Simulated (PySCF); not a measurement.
**C₃H₁₀N₂Si: a tour of settings**

Which settings matter for C₃H₁₀N₂Si (`C=N[Si@@H](C)NC`), and how do bad ones show?

Computed with PySCF 2.14.0, with density-fitted response routines of our own, on a single molecule, in the gas phase or a continuum. Atoms count from 0, in the outputs and in this text.

## Step 1: The molecule as given

16 atoms, charge 0, multiplicity 1; geometry from: GFN2-xTB.

Bonds of the start (Å): C0–N1 1.24, N1–Si2 1.73, Si2–C3 1.91, Si2–N4 1.72, N4–C5 1.44, C0–H6 1.09, C0–H7 1.09, Si2–H8 1.47, C3–H9 1.09, C3–H10 1.09, C3–H11 1.09, N4–H12 1.01, C5–H13 1.09, C5–H14 1.10, C5–H15 1.09.

## Step 2: Ultraviolet spectrum: OPBE/6-31G-J

Job settings and geometry (Å):

```
{"job": {"kind": "uv", "xc": "OPBE", "basis": "6-31G-J", "nstates": 1, "ntriplets": 2, "tda": false, "scf": {"level_shift": 2.0, "max_cycle": 77}}, "charge": 0, "multiplicity": 1}
C      2.869971     0.239013    -0.436398
N      1.639872     0.174745    -0.611537
Si     0.308884     0.061178     0.489935
C     -0.456529     1.806071     0.529928
N     -0.625290    -1.180025    -0.245072
C     -1.958348    -1.524721     0.176526
H      3.526933     0.355551    -1.296196
H      3.370647     0.182589     0.535278
H      0.578116    -0.377373     1.868599
H     -0.618532     2.187197    -0.474400
H      0.178602     2.516196     1.050951
H     -1.417063     1.790498     1.036505
H     -0.475787    -1.358559    -1.226185
H     -2.166368    -2.573798    -0.045537
H     -2.728197    -0.911019    -0.306759
H     -2.034510    -1.378600     1.251528
```

Level: OPBE/6-31G-J.

The run is started by

```bash
OMP_NUM_THREADS=1 python probes_run.py task.json out
```

One launch serves the whole session: the jobs run in the order shown.

The program printed:

```text
KeyError: 'Element si (Z=14) not found in basis 6-31G-J version 0'
```

Run time: 0.02 s. Hardware: 1 thread of Arm Neoverse V1, shared host.

Why it failed: The basis 6-31G-J has no functions for an element of the molecule, so the input was refused before any integral. Cure: choose a basis that covers all elements.

## Step 3: Excited states and response: BHandHLYP/def2-SVPD

Settings changed since step 2:

```diff
@@ -1,2 +1,2 @@
-{"job": {"kind": "uv", "xc": "OPBE", "basis": "6-31G-J", "nstates": 1, "ntriplets": 2, "tda": false, "scf": {"level_shift": 2.0, "max_cycle": 77}}, "charge": 0, "multiplicity": 1}
+{"job": {"kind": "uv", "xc": "BHandHLYP", "basis": "def2-SVPD", "nstates": 12, "ntriplets": 0, "tda": true, "scf": {"guess": "atom"}}, "charge": 0, "multiplicity": 1}
 C      2.869971     0.239013    -0.436398
```

Level: TDA BHandHLYP/def2-SVPD, vertical, gas phase, core orbitals frozen in the response.

The program printed:

```text
final grid: 121256 points
cycle   1  E = -518.6691117208  dE =  1.761e+00  |g| = 1.116e+00  |ddm| = 5.452e+00
cycle   2  E = -518.6198848982  dE =  4.923e-02  |g| = 1.193e+00  |ddm| = 3.644e+00
cycle   3  E = -518.9558425317  dE = -3.360e-01  |g| = 1.804e-01  |ddm| = 2.224e+00
cycle   4  E = -518.9628368999  dE = -6.994e-03  |g| = 5.615e-02  |ddm| = 3.007e-01
cycle   5  E = -518.9635343193  dE = -6.974e-04  |g| = 1.455e-02  |ddm| = 8.926e-02
cycle   6  E = -518.9635816484  dE = -4.733e-05  |g| = 4.059e-03  |ddm| = 2.187e-02
cycle   7  E = -518.9635857950  dE = -4.147e-06  |g| = 8.734e-04  |ddm| = 7.757e-03
cycle   8  E = -518.9635860616  dE = -2.666e-07  |g| = 3.322e-04  |ddm| = 2.716e-03
cycle   9  E = -518.9635860944  dE = -3.281e-08  |g| = 8.631e-05  |ddm| = 7.396e-04
cycle  10  E = -518.9635860967  dE = -2.291e-09  |g| = 2.681e-05  |ddm| = 2.469e-04
cycle  11  E = -518.9635860969  dE = -2.049e-10  |g| = 5.726e-06  |ddm| = 6.151e-05
converged SCF energy = -518.9635860969

Static polarisability (au): isotropic 76.928, principal 66.257 70.946 93.581

Singlet excitations
state   eV       nm        f      main configurations
  1   4.3006    288.3   0.00025   H-1->L 0.89
  2   6.1538    201.5   0.00440   H->L 0.89
  3   6.3947    193.9   0.00614   H->L+1 0.63, H->L+2 0.18
  4   7.0118    176.8   0.01341   H-1->L+2 0.46, H->L+2 0.31
  5   7.2161    171.8   0.00249   H-1->L+2 0.35, H->L+2 0.27, H->L+5 0.12
  6   7.4659    166.1   0.01582   H->L+3 0.47, H->L+5 0.23, H->L+1 0.17
  7   7.7223    160.6   0.12520   H-1->L+1 0.51, H->L+4 0.14
  8   7.7468    160.0   0.06748   H->L+4 0.23, H->L+3 0.19, H->L+5 0.19
  9   7.9950    155.1   0.02959   H->L+6 0.80
 10   8.0392    154.2   0.02787   H-1->L+3 0.44, H-1->L+1 0.08
 11   8.1474    152.2   0.02326   H-1->L+3 0.30, H->L+5 0.16, H->L+7 0.12
 12   8.2035    151.1   0.25707   H-2->L 0.84
```

It took 28 s on 1 thread of Arm Neoverse V1, shared host; peak memory 0.82 GiB.

The orbitals next to the gap, with their largest atomic shares:

| orbital | eV | atoms |
| --- | --- | --- |
| HOMO−3 | -10.87 | Si2 16 %, N1 16 %, N4 16 % |
| HOMO−2 | -9.99 | C3 25 %, N1 18 %, Si2 16 % |
| HOMO−1 | -8.28 | N1 54 %, C0 16 %, Si2 10 % |
| HOMO | -7.76 | N4 55 %, C5 11 %, Si2 8 % |
| LUMO | 0.51 | C0 40 %, N1 33 %, H7 8 % |
| LUMO+1 | 1.25 | C5 19 %, Si2 16 %, C3 11 % |
| LUMO+2 | 1.42 | C0 32 %, H7 14 %, Si2 11 % |

With each of the 12 states as a Gaussian band of 0.4 eV half-width at 1/e, the curve within the window shown has maxima at 154 nm (ε 16,000) L/(mol cm). Beyond the last state computed it falls off for lack of states. The curve at chosen wavelengths:

(nm, ε (L/mol/cm)): (146, 7077), (154, 16379), (161, 12120), (169, 4286), (176, 1312), (184, 552), (191, 428), (199, 396), (206, 267), (214, 108), (222, 29), (229, 7), (237, 1), (244, 0), (252, 1), (259, 2), (267, 5), (275, 8), (282, 10), (290, 10), (297, 9), (305, 7), (312, 5), (320, 3), (327, 2), (335, 1)

Ground-state properties from the same run:

| property | computed |
| --- | --- |
| dipole moment (D) | 0.47 |
| polarisability (Å³) | 11.40 |
| HOMO–LUMO gap (eV) | 8.27 |
| −ε(HOMO) (eV) | 7.76 |

## Step 4: NMR shieldings: PBE0/IGLO-II

Settings changed since step 3:

```diff
@@ -1,2 +1,2 @@
-{"job": {"kind": "uv", "xc": "BHandHLYP", "basis": "def2-SVPD", "nstates": 12, "ntriplets": 0, "tda": true, "scf": {"guess": "atom"}}, "charge": 0, "multiplicity": 1}
+{"job": {"kind": "nmr", "xc": "PBE0", "basis": "IGLO-II", "pop": true, "scf": {"aux": "def2-qzvpp-jkfit", "guess": "sap"}}, "charge": 0, "multiplicity": 1}
 C      2.869971     0.239013    -0.436398
```

Level: GIAO PBE0/IGLO-II NMR shielding, non-relativistic, gas phase.

The program printed:

```text
final grid: 121256 points
cycle   1  E = -512.0348616935  dE =  4.616e+00  |g| = 4.411e+00  |ddm| = 1.828e+01
cycle   2  E = -495.6741991725  dE =  1.636e+01  |g| = 8.559e+00  |ddm| = 1.919e+01
cycle   3  E = -518.0135099067  dE = -2.234e+01  |g| = 1.987e+00  |ddm| = 6.047e+00
cycle   4  E = -518.6625622655  dE = -6.491e-01  |g| = 1.112e+00  |ddm| = 1.987e+00
cycle   5  E = -518.9778601453  dE = -3.153e-01  |g| = 3.138e-01  |ddm| = 1.157e+00
cycle   6  E = -518.9884449863  dE = -1.058e-02  |g| = 2.627e-01  |ddm| = 3.469e-01
cycle   7  E = -519.0024309852  dE = -1.399e-02  |g| = 4.956e-02  |ddm| = 1.963e-01
cycle   8  E = -519.0030233499  dE = -5.924e-04  |g| = 1.347e-02  |ddm| = 5.276e-02
cycle   9  E = -519.0030625644  dE = -3.921e-05  |g| = 2.704e-03  |ddm| = 1.205e-02
cycle  10  E = -519.0030640709  dE = -1.507e-06  |g| = 1.033e-03  |ddm| = 2.568e-03
cycle  11  E = -519.0030643276  dE = -2.566e-07  |g| = 1.958e-04  |ddm| = 8.254e-04
cycle  12  E = -519.0030643348  dE = -7.220e-09  |g| = 7.805e-05  |ddm| = 2.143e-04
cycle  13  E = -519.0030643360  dE = -1.239e-09  |g| = 2.786e-05  |ddm| = 6.468e-05
cycle  14  E = -519.0030643362  dE = -1.530e-10  |g| = 9.891e-06  |ddm| = 2.812e-05
converged SCF energy = -519.0030643362

GIAO shielding tensors (ppm)
atom      isotropic    diamagn.    paramagn.     s11        s22        s33       span
  0 C       20.812     249.502    -228.690    -71.447      2.227    131.656    203.103
  1 N     -157.537     330.924    -488.461   -546.716   -191.544    265.649    812.365
  2 Si     369.997     884.281    -514.284    321.637    368.466    419.889     98.252
  3 C      188.058     249.708     -61.650    182.182    185.840    196.153     13.972
  4 N      245.905     321.812     -75.907    209.721    247.948    280.047     70.326
  5 C      159.759     239.725     -79.966    135.199    155.786    188.292     53.092
  6 H       23.723      29.296      -5.573     22.525     23.598     25.047      2.523
  7 H       23.440      29.779      -6.338     21.494     22.558     26.269      4.775
  8 H       26.381      31.403      -5.023     22.598     25.315     31.229      8.631
  9 H       31.918      31.598       0.320     28.411     29.321     38.023      9.612
 10 H       32.373      30.912       1.462     28.729     29.411     38.980     10.252
 11 H       31.928      31.469       0.459     28.075     30.400     37.309      9.233
 12 H       31.708      33.855      -2.146     22.992     30.556     41.577     18.585
 13 H       29.240      28.169       1.071     24.023     27.409     36.288     12.266
 14 H       29.198      29.132       0.065     24.035     27.709     35.849     11.813
 15 H       29.541      29.700      -0.159     25.936     27.738     34.949      9.013
```

Run time: 33 s. Hardware: 1 thread of Arm Neoverse V1, shared host; peak memory 0.99 GiB.

Shifts follow as δ = σ(reference) − σ, with reference shieldings (ppm) from runs at the same level and on the same kind of geometry: 1H TMS 32.10, 13C TMS 189.0, 29Si TMS 350.9, 15N NH3 267.1. The references are single molecules in the gas phase, so shifts against H2O, NH3, PH3, H3PO4 or CFCl3 are not on the usual liquid scales and can be off by tens of ppm. Atoms listed in one row are averaged.

| atoms | environment | σ (ppm) | δ (ppm) |
| --- | --- | --- | --- |
| C0 | C=N carbon | 20.8 | 168.2 |
| C5 | methyl carbon bonded to N | 159.8 | 29.3 |
| C3 | methyl carbon bonded to Si | 188.1 | 1.0 |
| H7 | hydrogen on a C=N carbon | 23.44 | 8.66 |
| H6 | hydrogen on a C=N carbon | 23.72 | 8.38 |
| H8 | hydrogen on a silicon bonded to C, 2 N | 26.38 | 5.72 |
| H13, H14, H15 | hydrogen on a methyl carbon bonded to N | 29.33 | 2.78 |
| H12 | hydrogen on a nitrogen bonded to C, Si | 31.71 | 0.39 |
| H9, H10, H11 | hydrogen on a methyl carbon bonded to Si | 32.07 | 0.03 |
| N1 | imine nitrogen | -157.5 | 424.7 |
| N4 | nitrogen bonded to C, Si, H | 245.9 | 21.2 |
| Si2 | silicon bonded to C, 2 N, H | 370.0 | -19.1 |

The run also stored atomic charges by several schemes (e):

| atoms | Mulliken | IAO | Hirshfeld | ESP fit |
| --- | --- | --- | --- | --- |
| C0 | 0.07 | -0.08 | 0.02 | 0.24 |
| N1 | -0.45 | -0.52 | -0.23 | -0.65 |
| Si2 | 0.83 | 1.17 | 0.41 | 1.00 |
| C3 | -0.51 | -0.77 | -0.23 | -0.59 |
| N4 | -0.62 | -0.70 | -0.25 | -0.70 |
| C5 | -0.06 | -0.31 | -0.07 | -0.23 |

Mayer bond orders: C0–N1 1.98, N1–Si2 0.97, Si2–C3 0.92, Si2–N4 1.04, N4–C5 0.93.

The fields below are evaluated on a grid from the run's orbitals.

Frontier orbitals at PBE0/IGLO-II, with the share of their density that lies nearest to each atom:

| orbital | energy (eV) | lies on |
| --- | --- | --- |
| HOMO | -6.39 | N4 57 %; H12, H14 about 8 % each |
| LUMO | -0.62 | C0 35 %; N1 33 %; H6, H7 about 10 % each |

ELF in a plane through or near 8 of the atoms.

Values, 10 rows by 14 columns:
```
0.00 0.00 0.00 0.00 0.00 0.00 0.00 0.00 0.00 0.00 0.00 0.00 0.00 0.00
0.00 0.00 0.00 0.00 0.00 0.04 0.04 0.02 0.02 0.00 0.00 0.00 0.00 0.00
0.00 0.00 0.00 0.00 0.21 0.98 0.94 0.85 0.98 0.29 0.00 0.00 0.00 0.00
0.00 0.00 0.00 0.00 0.02 0.74 0.73 0.78 0.89 0.02 0.00 0.00 0.00 0.00
0.00 0.00 0.00 0.09 0.08 0.09 0.63 0.71 0.04 0.08 0.22 0.05 0.00 0.00
0.00 0.00 0.03 0.55 0.65 0.81 0.16 0.26 0.63 0.46 0.62 0.10 0.00 0.00
0.00 0.00 0.12 0.65 0.50 0.64 0.16 0.77 0.83 0.49 1.00 0.89 0.00 0.00
0.00 0.00 0.02 0.14 0.29 0.21 0.01 0.34 0.41 0.04 0.97 0.89 0.00 0.00
0.00 0.00 0.00 0.00 0.00 0.00 0.00 0.00 0.00 0.00 0.00 0.00 0.00 0.00
0.00 0.00 0.00 0.00 0.00 0.00 0.00 0.00 0.00 0.00 0.00 0.00 0.00 0.00
```
The map spans 12.2 Å across and 10.1 Å up, centred on the molecule. Atoms in the plane (x, y in Å): C0 (-2.8, -1.0), Si2 (-0.3, 0.1), C3 (-0.2, 1.9), N4 (1.0, -1.0), C5 (2.4, -0.7), H10 (-1.1, 2.5), H11 (0.7, 2.3), H13 (3.0, -1.6).

On the surface of density 0.002 e/bohr³ the electrostatic potential runs, from the 1st to the 99th percentile, from -1.37 V near N1 to 1.15 V near H12.

## Step 5: Shielding tensors: PBE0/Sadlej pVTZ in acetone

Settings changed since step 4:

```diff
@@ -1,2 +1,2 @@
-{"job": {"kind": "nmr", "xc": "PBE0", "basis": "IGLO-II", "pop": true, "scf": {"aux": "def2-qzvpp-jkfit", "guess": "sap"}}, "charge": 0, "multiplicity": 1}
+{"job": {"kind": "nmr", "xc": "PBE0", "basis": "Sadlej pVTZ", "solvent": "acetone", "pop": false, "grid": 4, "scf": {"guess": "sap"}}, "charge": 0, "multiplicity": 1}
 C      2.869971     0.239013    -0.436398
```

With the program's defaults for keys left out, this is: GIAO PBE0/Sadlej pVTZ NMR shielding, non-relativistic, IEF-PCM acetone.

The program printed:

```text
final grid: 327576 points
cycle   1  E = -510.2971302395  dE =  6.447e+00  |g| = 4.438e+00  |ddm| = 3.233e+02
cycle   2  E = -499.5939481166  dE =  1.070e+01  |g| = 7.374e+00  |ddm| = 3.188e+02
cycle   3  E = -516.4252615998  dE = -1.683e+01  |g| = 2.641e+00  |ddm| = 5.309e+01
cycle   4  E = -518.0449728829  dE = -1.620e+00  |g| = 1.859e+00  |ddm| = 2.427e+01
cycle   5  E = -518.8501952985  dE = -8.052e-01  |g| = 7.435e-01  |ddm| = 5.528e+00
cycle   6  E = -518.9403610358  dE = -9.017e-02  |g| = 5.012e-01  |ddm| = 2.516e+00
cycle   7  E = -519.0011445082  dE = -6.078e-02  |g| = 7.808e-02  |ddm| = 1.559e+00
cycle   8  E = -519.0026528076  dE = -1.508e-03  |g| = 4.160e-02  |ddm| = 5.282e-01
cycle   9  E = -519.0030806305  dE = -4.278e-04  |g| = 7.716e-03  |ddm| = 1.737e-01
cycle  10  E = -519.0030951820  dE = -1.455e-05  |g| = 2.210e-03  |ddm| = 5.755e-02
cycle  11  E = -519.0030963927  dE = -1.211e-06  |g| = 4.659e-04  |ddm| = 1.599e-02
cycle  12  E = -519.0030964352  dE = -4.251e-08  |g| = 2.136e-04  |ddm| = 2.578e-03
cycle  13  E = -519.0030964466  dE = -1.144e-08  |g| = 5.055e-05  |ddm| = 1.030e-03
cycle  14  E = -519.0030964471  dE = -4.137e-10  |g| = 3.126e-05  |ddm| = 4.540e-04
converged SCF energy = -519.0030964471

GIAO shielding tensors (ppm)
atom      isotropic    diamagn.    paramagn.     s11        s22        s33       span
  0 C       21.904     221.499    -199.595    -68.265     -4.552    138.529    206.794
  1 N     -120.305     133.737    -254.042   -466.428   -161.074    266.588    733.016
  2 Si     372.823     898.028    -525.205    327.790    371.004    419.676     91.886
  3 C      197.585       4.653     192.931    188.851    194.990    208.913     20.061
  4 N      253.231     171.887      81.344    218.565    258.886    282.243     63.678
  5 C      167.856     128.351      39.505    141.200    156.980    205.388     64.188
  6 H       22.895      43.031     -20.136     21.834     22.806     24.045      2.211
  7 H       22.827      40.587     -17.761     20.928     22.125     25.427      4.498
  8 H       26.421      27.673      -1.252     22.709     25.244     31.310      8.601
  9 H       31.813      -4.327      36.140     28.232     29.156     38.052      9.820
 10 H       32.148       7.116      25.031     28.458     28.835     39.150     10.692
 11 H       31.610       0.656      30.954     27.501     29.741     37.588     10.087
 12 H       31.019      13.736      17.283     22.655     29.316     41.087     18.432
 13 H       28.970      19.324       9.646     24.051     26.869     35.991     11.940
 14 H       29.023      16.877      12.146     24.057     27.266     35.747     11.690
 15 H       29.262      13.253      16.009     25.654     27.474     34.659      9.005
```

Wall time 97 s (1 thread of Arm Neoverse V1, shared host); peak memory 1.2 GiB.

This run: σ C0 21.9, C5 167.9, C3 197.6, N1 -120.3, H7 22.83, H6 22.90 ppm.

## Step 6: NMR shieldings: M06-2X/cc-pVDZ-PP

Settings changed since step 5:

```diff
@@ -1,2 +1,2 @@
-{"job": {"kind": "nmr", "xc": "PBE0", "basis": "Sadlej pVTZ", "solvent": "acetone", "pop": false, "grid": 4, "scf": {"guess": "sap"}}, "charge": 0, "multiplicity": 1}
+{"job": {"kind": "nmr", "xc": "M06-2X", "basis": "cc-pVDZ-PP", "pop": true, "scf": {"diis": false, "max_cycle": 52}}, "charge": 0, "multiplicity": 1}
 C      2.869971     0.239013    -0.436398
```

Level: M06-2X/cc-pVDZ-PP.

The program printed:

```text
KeyError: 'Element c (Z=6) not found in basis cc-pVDZ-PP version 0'
```

Wall time 0.01 s (1 thread of Arm Neoverse V1, shared host).

Why it failed: The basis cc-pVDZ-PP has no functions for an element of the molecule, so the input was refused before any integral. Cure: choose a basis that covers all elements.

## Step 7: Comparing the runs: NMR shifts

Isotropic shieldings (ppm) of some atoms, chosen among heavy atoms and hydrogens apart, with basis size and wall time:

| run | C5 | C3 | H6 | H12 | N1 | N4 | Si2 | functions | time |
| --- | --- | --- | --- | --- | --- | --- | --- | --- | --- |
| PBE0/IGLO-II | 159.8 | 188.1 | 23.72 | 31.71 | -157.5 | 245.9 | 370.0 | 205 | 33 s |
| PBE0/Sadlej pVTZ in acetone | 167.9 | 197.6 | 22.90 | 31.02 | -120.3 | 253.2 | 372.8 | 242 | 97 s |

## Step 8: Results

| quantity | value |
| --- | --- |
| lowest singlet (BHandHLYP/def2-SVPD) | 4.30 eV (288 nm), f = 0.000 |
| brightest single state of those computed | state 12, 8.20 eV, f = 0.257 |
| 13C shifts against TMS (PBE0/IGLO-II) | 168.2, 29.3, 1.0 ppm |
| 1H shifts against TMS (PBE0/IGLO-II, means over atoms taken as alike) | 8.66, 8.38, 5.72, 2.78, 0.39, 0.03 ppm |
| 15N shifts against NH3 (PBE0/IGLO-II) | 424.7, 21.2 ppm |
| 29Si shifts against TMS (PBE0/IGLO-II) | -19.1 ppm |
| surface potential, 1st and 99th percentile | -1.37 V and 1.15 V |
| range of the shielding of N1 | -157.5 to -120.3 ppm |
| property runs in this session | 5, of which 2 failed and 0 gave unsound results |

What this shows: Single values in the summary come from the first run of each kind that ended normally (BHandHLYP/def2-SVPD; PBE0/IGLO-II), which need not be the best level. The first singlet state (HOMO−1→LUMO 0.89) lies at 4.30 eV and is dark; of the 12 states computed, the strongest absorption comes from state 12 at 8.20 eV (the last computed, so partners may be missing). States above −ε(HOMO) lie where TDDFT describes them poorly and they hang on the basis; the brightest is among them. At PBE0/IGLO-II: Shielding is most anisotropic at N1 (span 812 ppm, paramagnetic term -488 ppm). By nearest atom (PBE0/IGLO-II), the HOMO sits on N4 57 %; H12, H14 about 8 % each and the LUMO on C0 35 %; N1 33 %. Across the 2 runs the shielding of N1 moves most, between -157.5 (PBE0/IGLO-II) and -120.3 ppm (PBE0/Sadlej pVTZ in acetone).
